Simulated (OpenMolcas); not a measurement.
**One shape, several levels: [GeH5]− (SMILES [H][Ge-]([H])([H])([H])[H])**

We compute a comparison of 6 runs (B2PLYP/def2-TZVPP, B3LYP/def2-TZVPP, BHLYP/def2-TZVPP, M06-2X/def2-TZVPP, M06-L/def2-TZVPP, r2SCAN/def2-TZVPP) of [GeH5]−. 

The results are computed with OpenMolcas 26.06.

## Step 1: The system as given

[GeH5]−: 6 atoms, total charge -1, spin state singlet. SMILES: `[H][Ge-]([H])([H])([H])[H]`. The Ge1–H6 distance was set to 3.331 Å, away from the relaxed value. At this shape a bond of the SMILES string is far longer than usual.

Bond lengths: Ge1–H2 1.762 Å, Ge1–H3 1.782 Å, Ge1–H4 1.515 Å, Ge1–H5 1.514 Å. Angles: H2–Ge1–H3 179.8°, H2–Ge1–H4 90.4°, H2–Ge1–H5 90.0°, H3–Ge1–H4 89.6°, H3–Ge1–H5 89.8°, H4–Ge1–H5 120.0°.

## Step 2: A single-point energy at B2PLYP/def2-TZVPP (run 1)

Input file test.input:

```
* GeH5 Kohn-Sham DFT

&GATEWAY
 BasLib=$CurrDir
 Coord
 6
 angstrom
 Ge       0.896240       1.579058       0.033855
 H        0.872590       1.574368       1.795955
 H        0.918070       1.589558      -1.747605
 H        2.410970       1.591098       0.042935
 H        0.129030       2.884228       0.027315
 H       -0.746540      -1.317780      -0.016130
 Basis=def2-TZVPP
 Group=NoSym

&SEWARD
 GridInput
 Grid=UltraFine
 End of Grid

&SCF
 Charge=-1
 KSDFT=B2PLYP_SCF
 Thresholds=1e-10 1e-07 1e-07 1e-05
 PrOrbitals=1

&MBPT2
 Frozen=9
```

The basis set def2-TZVPP is read from a file made from the Basis Set Exchange's data (not shown).

Launch:

```console
$ export MOLCAS_MEM=1860
$ pymolcas test.input > test.log
```

Output:

```text
--- Start Module: gateway ---
[...]
--- Stop Module: gateway /rc=_RC_ALL_IS_WELL_ ---
[...]
      Basis functions          118
[...]
--- Start Module: scf ---
[...]
       Convergence after  15 Iterations
[...]
::    Total KS-DFT energy                           -2079.3506553746
[...]
      Total spin, S                                     0.0000000000
[...]
      Total electronic charge=   38.000000
      Total            charge=   -1.000000
[...]
      Dipole Moment (debye):
      Origin of the operator (angstrom)=    0.8848    1.5590    0.0330
                   X=  4.1150E+00               Y=  7.2501E+00               Z=  2.0104E-01           Total=  8.3390E+00
      Center of Charge (angstrom)
[...]
--- Stop Module: scf /rc=_RC_ALL_IS_WELL_ ---
[...]
--- Start Module: mbpt2 ---
[...]
 ###    WARNING: MP2 implementation intended for RHF references only         ###
 ###############################################################################
MBPT2 WARNING: Reference function according to RunFile:KS-DFT
I'll assume you know what you're doing and continue
WARNING!
Default frozen orbitals as non valence orbitals is overwritten by user input.
Default values:  14
[...]
       Reference weight ( Cref**2 )         =        0.81475
::    Total MBPT2 energy                            -2079.7506601476
[...]
      Total MBPT2 calculations                           0.74      0.84
--- Stop Module: mbpt2 /rc=_RC_ALL_IS_WELL_ ---
[...]
```

It took 41 s on 1 thread of Intel Xeon Platinum 8275CL at 3.00GHz (Skylake/Cascade Lake), shared host; peak memory 0.74 GiB.

## Step 3: A single-point energy at B3LYP/def2-TZVPP (run 2)

Input file mol.input:

```
* GeH5 Kohn-Sham DFT

&GATEWAY
 BasLib = $CurrDir
 BasisSet
 Ge.def2-TZVPP....
 Ge1 0.896240 1.579058 0.033855 angstrom
 End of Basis
 BasisSet
 H.def2-TZVPP....
 H2 0.872590 1.574368 1.795955 angstrom
 H3 0.918070 1.589558 -1.747605 angstrom
 H4 2.410970 1.591098 0.042935 angstrom
 H5 0.129030 2.884228 0.027315 angstrom
 H6 -0.746540 -1.317780 -0.016130 angstrom
 End of Basis

&SEWARD
 GridInput
 Grid=UltraFine
 End of Grid

&SCF
 Charge = -1
 KSDFT = B3LYP
 Thresholds = 1e-10 1e-07 1e-07 1e-05
 PrOrbitals = 1 1
```

The basis set def2-TZVPP is read from a file made from the Basis Set Exchange's data (not shown).

Launch:

```console
$ export MOLCAS_MEM=1860
$ pymolcas mol.input > mol.log
```

Output:

```text
--- Start Module: gateway ---
[...]
--- Stop Module: gateway /rc=_RC_ALL_IS_WELL_ ---
--- Start Module: seward ---
[...]
      Basis functions          118
--- Stop Module: seward /rc=_RC_ALL_IS_WELL_ ---
[...]
--- Start Module: scf ---
[...]
       Convergence after  19 Iterations
[...]
::    Total KS-DFT energy                           -2079.9085163569
[...]
      Total spin, S                                     0.0000000000
[...]
      Total electronic charge=   38.000000
      Total            charge=   -1.000000
[...]
      Dipole Moment (debye):
      Origin of the operator (angstrom)=    0.8848    1.5590    0.0330
                   X=  3.6281E+00               Y=  6.3919E+00               Z=  1.8313E-01           Total=  7.3521E+00
      Center of Charge (angstrom)
[...]
--- Stop Module: scf /rc=_RC_ALL_IS_WELL_ ---
[...]
```

It took 49 s on 1 thread of Intel Xeon Platinum 8275CL at 3.00GHz (Skylake/Cascade Lake), shared host; peak memory 0.74 GiB.

## Step 4: The energy at BHLYP/def2-TZVPP (run 3)

Input file calc.inp:

```
* GeH5 Kohn-Sham DFT
>>> EXPORT MOLCAS_PRINT=2

&GATEWAY
  BasLib
  $CurrDir
  Coord
  6
  angstrom
  Ge       0.896240       1.579058       0.033855
  H        0.872590       1.574368       1.795955
  H        0.918070       1.589558      -1.747605
  H        2.410970       1.591098       0.042935
  H        0.129030       2.884228       0.027315
  H       -0.746540      -1.317780      -0.016130
  Basis
  def2-TZVPP
  Group
  NoSym

&SEWARD
  GridInput
  Grid=UltraFine
  End of Grid

&SCF
  Charge
  -1
  KSDFT
  HYB_GGA_XC_BHANDHLYP
  Thresholds
  1e-10 1e-07 1e-07 1e-05
  PrOrbitals
  1 2
```

The basis set def2-TZVPP is read from a file made from the Basis Set Exchange's data (not shown).

Launch:

```console
$ export MOLCAS_MEM=1860
$ pymolcas calc.inp > calc.log
```

Output:

```text
--- Start Module: gateway ---
[...]
--- Stop Module: gateway /rc=_RC_ALL_IS_WELL_ ---
--- Start Module: seward ---
[...]
      Basis functions          118
--- Stop Module: seward /rc=_RC_ALL_IS_WELL_ ---
[...]
--- Start Module: scf ---
[...]
       Convergence after  16 Iterations
[...]
::    Total KS-DFT energy                           -2079.8056220468
[...]
      Total spin, S                                     0.0000000000
[...]
      Total electronic charge=   38.000000
      Total            charge=   -1.000000
[...]
      Dipole Moment (debye):
      Origin of the operator (angstrom)=    0.8848    1.5590    0.0330
                   X=  4.0551E+00               Y=  7.1444E+00               Z=  1.9842E-01           Total=  8.2174E+00
      Center of Charge (angstrom)
[...]
--- Stop Module: scf /rc=_RC_ALL_IS_WELL_ ---
[...]
```

Run time: 42 s. Hardware: 1 thread of Intel Xeon Platinum 8275CL at 3.00GHz (Skylake/Cascade Lake), shared host; peak memory 0.74 GiB.

Runs 4 to 5 aren't shown in full; the table further down has their settings and results.

## Step 5: A single-point energy at r2SCAN/def2-TZVPP (run 6)

Input file job.inp:

```
* GeH5 Kohn-Sham DFT

&GATEWAY
  BasLib = $CurrDir
  Coord
  6
  angstrom
  Ge       0.896240       1.579058       0.033855
  H        0.872590       1.574368       1.795955
  H        0.918070       1.589558      -1.747605
  H        2.410970       1.591098       0.042935
  H        0.129030       2.884228       0.027315
  H       -0.746540      -1.317780      -0.016130
  Basis = def2-TZVPP
  Group = NoSym

&SEWARD
  GridInput
  Grid=UltraFine
  End of Grid

&SCF
  Charge = -1
  KSDFT = 2
  1.0 MGGA_X_R2SCAN
  1.0 MGGA_C_R2SCAN
  Thresholds = 1e-10 1e-07 1e-07 1e-05
  PrOrbitals = 1 1
```

The basis set def2-TZVPP is read from a file made from the Basis Set Exchange's data (not shown).

Launch:

```console
$ export MOLCAS_MEM=1860
$ pymolcas job.inp > job.log
```

Output:

```text
--- Start Module: gateway ---
[...]
--- Stop Module: gateway /rc=_RC_ALL_IS_WELL_ ---
--- Start Module: seward ---
[...]
      Basis functions          118
--- Stop Module: seward /rc=_RC_ALL_IS_WELL_ ---
[...]
--- Start Module: scf ---
[...]
       Convergence after  26 Iterations
[...]
::    Total KS-DFT energy                           -2079.8345046814
[...]
      Total spin, S                                     0.0000000000
[...]
      Total electronic charge=   38.000000
      Total            charge=   -1.000000
[...]
      Dipole Moment (debye):
      Origin of the operator (angstrom)=    0.8848    1.5590    0.0330
                   X=  3.4959E+00               Y=  6.1594E+00               Z=  1.7763E-01           Total=  7.0846E+00
      Center of Charge (angstrom)
[...]
--- Stop Module: scf /rc=_RC_ALL_IS_WELL_ ---
[...]
```

Run time: 81 s. Hardware: 1 thread of Intel Xeon Platinum 8275CL at 3.00GHz (Skylake/Cascade Lake), shared host; peak memory 0.74 GiB.

## Step 6: All runs side by side

| run | level | frozen core orbitals | energy (Eh) | HOMO energy (eV) | LUMO energy (eV) | HOMO–LUMO gap (eV) | wall time |
| --- | --- | --- | --- | --- | --- | --- | --- |
| 1 | B2PLYP/def2-TZVPP | 9 | -2079.458657 | -0.76 | 3.08 | 3.83 | 41 s |
| 2 | B3LYP/def2-TZVPP | – | -2079.908516 | -0.06 | 1.95 | 2.01 | 49 s |
| 3 | BHLYP/def2-TZVPP | – | -2079.805622 | -0.83 | 2.82 | 3.65 | 42 s |
| 4 | M06-2X/def2-TZVPP | – | -2079.824312 | -0.87 | 2.92 | 3.79 | 62 s |
| 5 | M06-L/def2-TZVPP | – | -2079.799392 | 0.41 | 1.66 | 1.25 | 76 s |
| 6 | r2SCAN/def2-TZVPP | – | -2079.834505 | 0.41 | 1.58 | 1.17 | 81 s |

## Step 7: What came out

| quantity | value |
| --- | --- |
| run 6: total energy | -2079.83450 Eh |
| run 6: HOMO energy | 0.41 eV |
| run 6: LUMO energy | 1.58 eV |
| run 6: HOMO–LUMO gap (to an unbound level, set by the basis) | 1.17 eV |

**Reading.** The HOMO–LUMO gap runs from 1.17 eV (r2SCAN/def2-TZVPP) to 3.83 eV (B2PLYP/def2-TZVPP). The empty levels of an anion lie above zero and hang on the basis. A double hybrid's value is that of its SCF part. For B2PLYP the log adds the whole second-order term; the table takes 0.27 of it, as the functional is defined. Totals of different functionals can't be ranked against each other. In runs 5, 6 the HOMO lies above zero, so the outermost electron may be held by the basis alone. All runs together took 5.8 min, the longest 81 s.
